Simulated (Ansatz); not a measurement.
# C₃H₁₀B₂: one species, many methods

The task here is to estimate one member of a computed series from the others.

Computed with Ansatz 0.2.0, Gaussian basis. Level: functionals in def2-TZVPP, the program's frozen cores in correlated methods.

Plan: PBE-D4, r2SCAN-D4, PBE0-D4, B3LYP-D4, ωB97X-V, ωB97M-V, B2PLYP; CCSD(T)/def2-TZVPP; MP2/def2-QZVPP; extrapolation to the limit.

## The relaxed structure

All runs share one geometry, relaxed beforehand with PBE0-D4 in a triple-zeta def2 set.

SMILES `BCC(B)C`, 15 atoms, charge 0, spin multiplicity 1.

Atoms are counted from 1 here; the program's logs count them from 0.

Bond lengths: B1–C2 1.540 Å, B1–H6 1.196 Å, B1–H7 1.194 Å, C2–C3 1.583 Å, C2–H8 1.083 Å, C2–H9 1.109 Å, C3–B4 1.538 Å, C3–C5 1.508 Å, C3–H10 1.118 Å, B4–H11 1.196 Å, B4–H12 1.195 Å, C5–H13 1.092 Å, C5–H14 1.092 Å, C5–H15 1.093 Å. Angles: C2–B1–H6 118.9°, C2–B1–H7 119.8°, H6–B1–H7 121.2°, B1–C2–C3 78.3°, B1–C2–H8 123.2°, B1–C2–H9 115.2°, C3–C2–H8 109.7°, C3–C2–H9 114.2°, H8–C2–H9 111.5°, C2–C3–B4 78.4°, C2–C3–C5 113.6°, C2–C3–H10 110.2°, B4–C3–C5 124.1°, B4–C3–H10 113.0°, C5–C3–H10 112.5°, C3–B4–H11 120.0°, C3–B4–H12 118.5°, H11–B4–H12 121.4° and more.

The first run:

File in.yaml:

```yaml
crystal:
  periodic: [false, false, false]
  atoms:
    - {symbol: B, position_ang: [-0.398205, -0.463899, 1.595349]}
    - {symbol: C, position_ang: [-0.309366, -1.064925, 0.180147]}
    - {symbol: C, position_ang: [0.271398, 0.389173, -0.052952]}
    - {symbol: B, position_ang: [1.330945, -0.482093, -0.747888]}
    - {symbol: C, position_ang: [-0.677320, 1.308367, -0.780805]}
    - {symbol: H, position_ang: [0.497480, -0.660001, 2.363380]}
    - {symbol: H, position_ang: [-1.384291, 0.119608, 1.931754]}
    - {symbol: H, position_ang: [-1.173645, -1.219792, -0.454337]}
    - {symbol: H, position_ang: [0.436004, -1.876323, 0.057545]}
    - {symbol: H, position_ang: [0.627644, 0.821750, 0.914485]}
    - {symbol: H, position_ang: [2.275453, -0.879431, -0.131991]}
    - {symbol: H, position_ang: [1.222279, -0.686773, -1.920708]}
    - {symbol: H, position_ang: [-0.861301, 0.933925, -1.789666]}
    - {symbol: H, position_ang: [-0.243363, 2.306147, -0.870102]}
    - {symbol: H, position_ang: [-1.635613, 1.403467, -0.264810]}
basis:
  gaussian: {orbitals: def2-TZVPP}
hamiltonian: {xc: pbe, dispersion: d4}
output: {forces: true, orbitals: {seedname: orbitals}}
```

Command:

```
$ ansatz run in.yaml --threads 4 --pin off --events-out ev --progress --plain --max-ram 10444MiB
```

Steps of the session up to this table: PBE-D4 (GGA); r2SCAN-D4 (meta-GGA); PBE0-D4 (hybrid); B3LYP-D4 (hybrid); ωB97X-V (range-separated); ωB97M-V (range-separated); B2PLYP (double hybrid); CCSD(T) in def2-TZVPP; MP2 in def2-QZVPP.

One table of the session follows, with a row left open; its other results are not shown here.

It belongs to the step «Atomisation energies». 

| method | atomisation energy (kJ/mol) |
| --- | --- |
| PBE-D4 | 5745.3 |
| r2SCAN-D4 | 5687.9 |
| PBE0-D4 | 5699.6 |
| B3LYP-D4 | ? |
| ωB97X-V | 5657.7 |
| ωB97M-V | 5677.1 |
| B2PLYP | 5602.6 |
| HF/def2-TZVPP | 4349.3 |
| MP2/def2-TZVPP | 5585.1 |
| CCSD/def2-TZVPP | 5458.7 |
| CCSD(T)/def2-TZVPP | 5523.4 |
| MP2/CBS | 5692.2 |
| CCSD(T)/CBS | 5630.5 |

Estimate the missing values for B3LYP-D4.

The run gave: atomisation energy (kJ/mol): 5662.0. In the column «atomisation energy (kJ/mol)» it lies between ωB97X-V (5657.7) and ωB97M-V (5677.1).
